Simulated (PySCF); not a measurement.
# [Tl(NH2)2]+: other spin states and a change of charge

How does [Tl(NH2)2]+ respond at fixed geometry? The runs cover other spin states and a change of charge. The structure is generated, not taken from experiment.

Computed with PySCF 2.14.0. Level: PBE0, Tl def2-SVP with ECP60, N def2-SVP, H def2-SVP; scalar-relativistic core potentials, no spin–orbit coupling.

4 further runs of the same task are left out: 2 for a known fault of the program, 2 that didn't finish.

**1. The system as given**

7 atoms, charge 1, spin multiplicity 1.

Bond lengths: Tl1–N2 2.019 Å, Tl1–N5 2.019 Å, N2–H3 1.024 Å, N2–H4 1.023 Å, N5–H6 1.023 Å, N5–H7 1.024 Å. Angles: N2–Tl1–N5 168.4°, Tl1–N2–H3 111.5°, Tl1–N2–H4 111.8°, H3–N2–H4 108.9°, Tl1–N5–H6 111.6°, Tl1–N5–H7 111.5°, H6–N5–H7 108.9°.

Geometry (Å):

```csv
atom,x (Å),y (Å),z (Å)
Tl1,0.0388,-0.0527,-0.0004
N2,-0.1071,0.1053,2.0068
H3,0.7863,0.3751,2.4285
H4,-0.4258,-0.7679,2.4346
N5,0.1828,0.1955,-1.9989
H6,0.5043,-0.6575,-2.4629
H7,-0.7124,0.4792,-2.4077
```

Formal oxidation states: Tl +3. An earlier session relaxed this geometry at PBE0, Tl def2-SVP with ECP60, N def2-SVP, H def2-SVP (singlet, point group C2).

Its energy there is -283.907735 Eh.

**2. Multiplicity 3 at the relaxed geometry**

run.py (the lines that set the calculation) reads:

```python
mol = gto.M(atom='''
Tl     0.03883    -0.05272    -0.00041
N     -0.10710     0.10530     2.00684
H      0.78630     0.37515     2.42850
H     -0.42576    -0.76792     2.43456
N      0.18282     0.19546    -1.99889
H      0.50434    -0.65755    -2.46288
H     -0.71235     0.47919    -2.40772''',
    basis={'Tl': 'def2-SVP', 'N': 'def2-SVP', 'H': 'def2-SVP'},
    ecp={'Tl': 'def2-SVP'},
    charge=1, spin=2)
mf = dft.UKS(mol, xc='PBE0')
mf.grids.atom_grid = (50, 194)
mf = mf.density_fit()  # fitting sets: Tl def2-universal-JKFIT, N def2-universal-JKFIT, H def2-universal-JKFIT
mf.conv_tol = 1e-08; mf.max_cycle = 55
mf.kernel(dm0)  # dm0: free metal ions and neutral atoms
```

Command:

```sh
> OMP_NUM_THREADS=2 python run.py
```

Standard output:

```text
init E= -289.337131449277
cycle= 1 E= -280.655632329024  delta_E= 8.68  |g|= 2.06  |ddm|= 3.73
cycle= 2 E= -253.215235972983  delta_E= 27.4  |g|= 5.36  |ddm|= 7.73
cycle= 3 E= -283.214851142035  delta_E=  -30  |g|=  1.1  |ddm|=  6.7
cycle= 4 E= -283.723762261776  delta_E= -0.509  |g|= 0.328  |ddm|= 1.95
cycle= 5 E= -283.664351130376  delta_E= 0.0594  |g|= 0.444  |ddm|= 0.844
cycle= 6 E= -283.781750278043  delta_E= -0.117  |g|= 0.0627  |ddm|= 0.548
cycle= 7 E= -283.78518147461  delta_E= -0.00343  |g|= 0.0135  |ddm|= 0.13
cycle= 8 E= -283.78558053388  delta_E= -0.000399  |g|= 0.00635  |ddm|= 0.0507
cycle= 9 E= -283.785676801119  delta_E= -9.63e-05  |g|= 0.00319  |ddm|= 0.026
cycle= 10 E= -283.785690426297  delta_E= -1.36e-05  |g|= 0.00118  |ddm|= 0.00886
cycle= 11 E= -283.78569187008  delta_E= -1.44e-06  |g|= 0.000537  |ddm|= 0.00263
cycle= 12 E= -283.785692108754  delta_E= -2.39e-07  |g|= 0.000444  |ddm|= 0.00153
cycle= 13 E= -283.785692218092  delta_E= -1.09e-07  |g|= 0.000273  |ddm|= 0.000787
cycle= 14 E= -283.785692272802  delta_E= -5.47e-08  |g|= 0.000129  |ddm|= 0.000728
cycle= 15 E= -283.785692288044  delta_E= -1.52e-08  |g|= 3.58e-05  |ddm|= 0.000492
cycle= 16 E= -283.785692289214  delta_E= -1.17e-09  |g|= 7.46e-06  |ddm|= 0.000145
Extra cycle  E= -283.785692288984  delta_E= 2.3e-10  |g|= 2.11e-05  |ddm|= 3.27e-05
converged SCF energy = -283.785692288984  <S^2> = 2.0103709  2S+1 = 3.006906
```

Wall time 2.6 s (2 threads of Arm Neoverse V1, shared host).

It gives: E = -283.785692 Eh (+3.321 eV from the relaxed state), HOMO -9.67 eV, LUMO -10.55 eV (over both spins), ⟨S²⟩ = 2.010, Mulliken charge on Tl1 +0.61 e. An empty level of one spin lies below a filled level of the other.

**3. One electron removed, multiplicity 2**

Changes to run.py (the lines that set the calculation) since step 2:

```diff
@@ -10,3 +10,3 @@
     ecp={'Tl': 'def2-SVP'},
-    charge=1, spin=2)
+    charge=2, spin=1)
 mf = dft.UKS(mol, xc='PBE0')
@@ -15,2 +15,2 @@
 mf.conv_tol = 1e-08; mf.max_cycle = 55
-mf.kernel(dm0)  # dm0: free metal ions and neutral atoms
+mf.kernel(dm0)  # dm0: the density of the relaxed state
```

Command:

```sh
> OMP_NUM_THREADS=2 python run.py
```

Standard output:

```text
init E= -283.915546662056
  HOMO = -0.491934064043  LUMO = -0.476808346628  gap/eV = 0.41159
cycle= 1 E= -283.301689905922  delta_E= 0.614  |g|= 0.269  |ddm|= 0.627
  HOMO = -0.782435492939  LUMO = -0.730470080788  gap/eV = 1.41405
cycle= 2 E= -283.286176744212  delta_E= 0.0155  |g|= 0.357  |ddm|= 0.53
  HOMO = -0.715773513417  LUMO = -0.655801151752  gap/eV = 1.63193
cycle= 3 E= -283.345142227203  delta_E= -0.059  |g|= 0.0379  |ddm|= 0.342
  HOMO = -0.708506010362  LUMO = -0.645185830336  gap/eV = 1.72303
cycle= 4 E= -283.343022339349  delta_E= 0.00212  |g|= 0.0785  |ddm|= 0.126
  HOMO = -0.706693863625  LUMO = -0.642583240966  gap/eV = 1.74454
cycle= 5 E= -283.346326691096  delta_E= -0.0033  |g|= 0.0262  |ddm|= 0.11
  HOMO = -0.705918399169  LUMO = -0.638743299267  gap/eV = 1.82793
cycle= 6 E= -283.34693678947  delta_E= -0.00061  |g|= 0.00568  |ddm|= 0.0561
  HOMO = -0.706410688692  LUMO = -0.636345533263  gap/eV = 1.90657
cycle= 7 E= -283.34704524732  delta_E= -0.000108  |g|= 0.00122  |ddm|= 0.0391
  HOMO = -0.706624746483  LUMO = -0.636092248087  gap/eV = 1.91929
cycle= 8 E= -283.347050382226  delta_E= -5.13e-06  |g|= 0.000464  |ddm|= 0.00711
  HOMO = -0.706727373143  LUMO = -0.636026272547  gap/eV = 1.92387
cycle= 9 E= -283.347051027721  delta_E= -6.45e-07  |g|= 0.000111  |ddm|= 0.0024
  HOMO = -0.706772672165  LUMO = -0.636031282667  gap/eV = 1.92497
cycle= 10 E= -283.347051059191  delta_E= -3.15e-08  |g|= 1.53e-05  |ddm|= 0.000461
  HOMO = -0.706773000516  LUMO = -0.636031034774  gap/eV = 1.92499
cycle= 11 E= -283.34705105965  delta_E= -4.59e-10  |g|= 8.69e-06  |ddm|= 5.55e-05
  HOMO = -0.706773034007  LUMO = -0.636031148176  gap/eV = 1.92498
Extra cycle  E= -283.347051059373  delta_E= 2.77e-10  |g|= 2.38e-05  |ddm|= 3.29e-05
converged SCF energy = -283.347051059373  <S^2> = 0.8433923  2S+1 = 2.091308
```

Run time: 1.6 s. Hardware: 2 threads of Arm Neoverse V1, shared host.

Read off: E = -283.347051 Eh (+15.257 eV from the relaxed state), HOMO -19.23 eV, LUMO -17.31 eV (over both spins), ⟨S²⟩ = 0.843, Mulliken charge on Tl1 +1.11 e. 

**4. One electron added, multiplicity 2**

Changes to run.py (the lines that set the calculation) since step 3:

```diff
@@ -10,3 +10,3 @@
     ecp={'Tl': 'def2-SVP'},
-    charge=2, spin=1)
+    charge=0, spin=1)
 mf = dft.UKS(mol, xc='PBE0')
```

Command:

```sh
> OMP_NUM_THREADS=2 python run.py
```

Standard output:

```text
init E= -283.914765980785
  HOMO = -0.275190078036  LUMO = -0.265365559314  gap/eV = 0.26734
cycle= 1 E= -284.069919713269  delta_E= -0.155  |g|= 0.224  |ddm|= 1.51
  HOMO = -0.0587766469469  LUMO = 0.00603847779795  gap/eV = 1.76371
cycle= 2 E= -284.059626991526  delta_E= 0.0103  |g|= 0.297  |ddm|= 1.01
  HOMO = -0.1071479853  LUMO = -0.0152238078914  gap/eV = 2.50138
cycle= 3 E= -284.099563068726  delta_E= -0.0399  |g|= 0.0456  |ddm|= 0.432
  HOMO = -0.11417967571  LUMO = -0.0210284835526  gap/eV = 2.53477
cycle= 4 E= -284.100702818371  delta_E= -0.00114  |g|= 0.0117  |ddm|= 0.0915
  HOMO = -0.116755839202  LUMO = -0.0216020070305  gap/eV = 2.58927
cycle= 5 E= -284.100784163061  delta_E= -8.13e-05  |g|= 0.00222  |ddm|= 0.0217
  HOMO = -0.117015304972  LUMO = -0.0217063072796  gap/eV = 2.59349
cycle= 6 E= -284.100789512602  delta_E= -5.35e-06  |g|= 0.000704  |ddm|= 0.00686
  HOMO = -0.116972406951  LUMO = -0.0215805334381  gap/eV = 2.59575
cycle= 7 E= -284.100790314322  delta_E= -8.02e-07  |g|= 0.000365  |ddm|= 0.00388
  HOMO = -0.116965526292  LUMO = -0.0215791883167  gap/eV = 2.59559
cycle= 8 E= -284.100790434456  delta_E= -1.2e-07  |g|= 0.000282  |ddm|= 0.00128
  HOMO = -0.116967093662  LUMO = -0.0215850330267  gap/eV = 2.59548
cycle= 9 E= -284.100790513009  delta_E= -7.86e-08  |g|= 9.71e-05  |ddm|= 0.000931
  HOMO = -0.116975211399  LUMO = -0.0215917017874  gap/eV = 2.59552
cycle= 10 E= -284.100790542263  delta_E= -2.93e-08  |g|= 3.89e-05  |ddm|= 0.000934
  HOMO = -0.116977724208  LUMO = -0.0215933266876  gap/eV = 2.59554
cycle= 11 E= -284.100790549877  delta_E= -7.61e-09  |g|= 1.19e-05  |ddm|= 0.000586
  HOMO = -0.116978790423  LUMO = -0.0215945088849  gap/eV = 2.59554
Extra cycle  E= -284.100790550465  delta_E= -5.88e-10  |g|= 6.45e-06  |ddm|= 0.000106
converged SCF energy = -284.100790550465  <S^2> = 0.75759822  2S+1 = 2.0075838
```

Wall time 1.6 s (2 threads of Arm Neoverse V1, shared host).

It gives: E = -284.100791 Eh (-5.253 eV from the relaxed state), HOMO -3.18 eV, LUMO -0.91 eV (over both spins), ⟨S²⟩ = 0.758, Mulliken charge on Tl1 +0.31 e. 

**5. The states side by side**

| state | energy from the relaxed state (eV) | ⟨S²⟩ | time |
| --- | --- | --- | --- |
| charge +1, singlet, vacuum (relaxed) | 0 | 0.00 |  |
| charge 0, doublet, vacuum | -5.25 | 0.76 | 1.6 s |
| charge +1, triplet, vacuum | 3.32 | 2.01 | 2.6 s |
| charge +2, doublet, vacuum | 15.26 | 0.84 | 1.6 s |

An electron taken off or put on is at rest in vacuum. 

Removing an electron vertically costs 15.26 eV (doublet), against −HOMO = 13.19 eV. Adding an electron vertically releases 5.25 eV (doublet). The triplet lies 3.32 eV above at this geometry. These are double-zeta-type bases without diffuse functions. Spin–orbit coupling is left out.
